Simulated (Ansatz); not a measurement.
**CH₅BrOSi: one species, many methods**

How much do the methods differ for CH₅BrOSi? The plan is to run it at one geometry with functionals of several rungs and with coupled cluster. The yardstick is the atomisation energy at the CCSD(T) limit.

Computed with Ansatz 0.2.0, Gaussian basis. Level: functionals in def2-TZVPP, the program's frozen cores in correlated methods.

Plan: LDA (SPW92), PBE-D4, revPBE-D4, BLYP-D4, r2SCAN-D4, B97M-V, PBE0-D4, B3LYP-D4, r2SCANh-D4, r2SCAN0-D4, HSE06-D4, BHLYP-D4, CAM-B3LYP-D4, LC-ωPBE, ωB97X-V, ωB97M-V, B2PLYP, PBE-QIDH; CCSD(T)/def2-SVP; CCSD(T)/def2-TZVPP; MP2/def2-QZVPP; extrapolation to the limit; RPA on PBE.

**1. The geometry**

The geometry comes from an earlier relaxation with PBE0-D4 in a triple-zeta def2 set; it is a stationary point, not always the lowest conformer.

SMILES `O[SiH2]CBr`, 9 atoms, charge 0, spin multiplicity 1.

Atoms are counted from 1 here; the program's logs count them from 0.

Bond lengths: O1–Si2 1.649 Å, O1–H5 0.957 Å, Si2–C3 1.877 Å, Si2–H6 1.479 Å, Si2–H7 1.486 Å, C3–Br4 1.948 Å, C3–H8 1.089 Å, C3–H9 1.089 Å. Angles: Si2–O1–H5 118.3°, O1–Si2–C3 111.4°, O1–Si2–H6 106.7°, O1–Si2–H7 111.0°, C3–Si2–H6 108.5°, C3–Si2–H7 107.7°, H6–Si2–H7 111.5°, Si2–C3–Br4 106.1°, Si2–C3–H8 113.4°, Si2–C3–H9 114.0°, Br4–C3–H8 106.9°, Br4–C3–H9 106.7°, H8–C3–H9 109.2°.

**2. LDA**

This LDA is Slater exchange with PW92 correlation.

Contents of in.yaml:

```yaml
crystal:
  periodic: [false, false, false]
  atoms:
    - {symbol: O, position_ang: [-0.543458, 1.828451, -0.358088]}
    - {symbol: Si, position_ang: [0.242472, 0.595076, 0.402684]}
    - {symbol: C, position_ang: [-0.293208, -1.074819, -0.265375]}
    - {symbol: Br, position_ang: [0.670716, -2.408938, 0.776816]}
    - {symbol: H, position_ang: [-0.185784, 2.152962, -1.184726]}
    - {symbol: H, position_ang: [-0.131811, 0.669921, 1.831166]}
    - {symbol: H, position_ang: [1.713040, 0.705613, 0.219264]}
    - {symbol: H, position_ang: [-1.355276, -1.274151, -0.130071]}
    - {symbol: H, position_ang: [-0.028092, -1.240515, -1.308870]}
basis:
  gaussian: {orbitals: def2-TZVPP}
hamiltonian: {xc: lda}
output: {orbitals: {seedname: orbitals}}
```

Started as:

```
ansatz run in.yaml --threads 4 --pin off --events-out ev --progress --plain --max-ram 10444MiB
```

After this run come: PBE-D4 (GGA); revPBE-D4 (GGA); BLYP-D4 (GGA); r2SCAN-D4 (meta-GGA); B97M-V (meta-GGA); B3LYP-D4 (hybrid); r2SCANh-D4 (hybrid); r2SCAN0-D4 (hybrid); HSE06-D4 (hybrid); BHLYP-D4 (hybrid); CAM-B3LYP-D4 (range-separated); LC-ωPBE (range-separated); ωB97X-V (range-separated); ωB97M-V (range-separated); B2PLYP (double hybrid); PBE-QIDH (double hybrid); CCSD(T) in def2-SVP; CCSD(T) in def2-TZVPP; MP2 in def2-QZVPP; RPA on PBE orbitals.

**Question.** What will the summary of the whole plan be? Wanted: atomisation energy, CCSD(T)/CBS; farthest beyond LDA; mean size of error, GGA; mean size of error, meta-GGA; mean size of error, hybrid; mean size of error, range-separated; mean size of error, double hybrid; gap, smallest and largest; T1 diagnostic.

**Answer**, as computed:

```
                               quantity                                                      value
        atomisation energy, CCSD(T)/CBS                                              3083.0 kJ/mol
 functionals within 30.8 kJ/mol (1.0 %)  PBE-D4, r2SCAN-D4, B97M-V, CAM-B3LYP-D4, ωB97X-V, ωB97M-V
                    farthest beyond LDA                                   BHLYP-D4 (-109.2 kJ/mol)
                mean size of error, GGA                                                38.8 kJ/mol
           mean size of error, meta-GGA                                                18.7 kJ/mol
             mean size of error, hybrid                                                51.1 kJ/mol
    mean size of error, range-separated                                                24.3 kJ/mol
      mean size of error, double hybrid                                                51.5 kJ/mol
              gap, smallest and largest                  5.02 eV (LDA (SPW92)), 12.35 eV (LC-ωPBE)
                          T1 diagnostic                                                     0.0092
triples share of the correlation energy                                                      3.5 %
```

What this shows: The LDA atomisation energy is off by 399.1 kJ/mol (13 %): it overbinds. PBE-D4 misses by +7.2 kJ/mol. Double hybrids carry the basis error of their MP2 part in triple zeta, and no dispersion term here, so their miss is partly the set-up's. The rungs meta-GGA, range-separated miss on average by less than the doubt on the reference (30.8 kJ/mol), so they tie. The reference freezes the cores and leaves out relativity and excitations past (T), and its outer-core shells are covered unevenly, so misses under about 30.8 kJ/mol can't be ranked. All levels share the lack of spin-orbit coupling, which lowers the free heavy atoms and so the true binding. Hartree-Fock recovers 72 % of the binding; the rest is correlation. CCSD(T) in def2-SVP is off by -235.7 kJ/mol, so the small basis spoils what the method gains. Orbital gaps span 5.0 to 12.4 eV; exact exchange widens them. Correlated methods include outer-core shells of Br, which these sets cover unevenly.
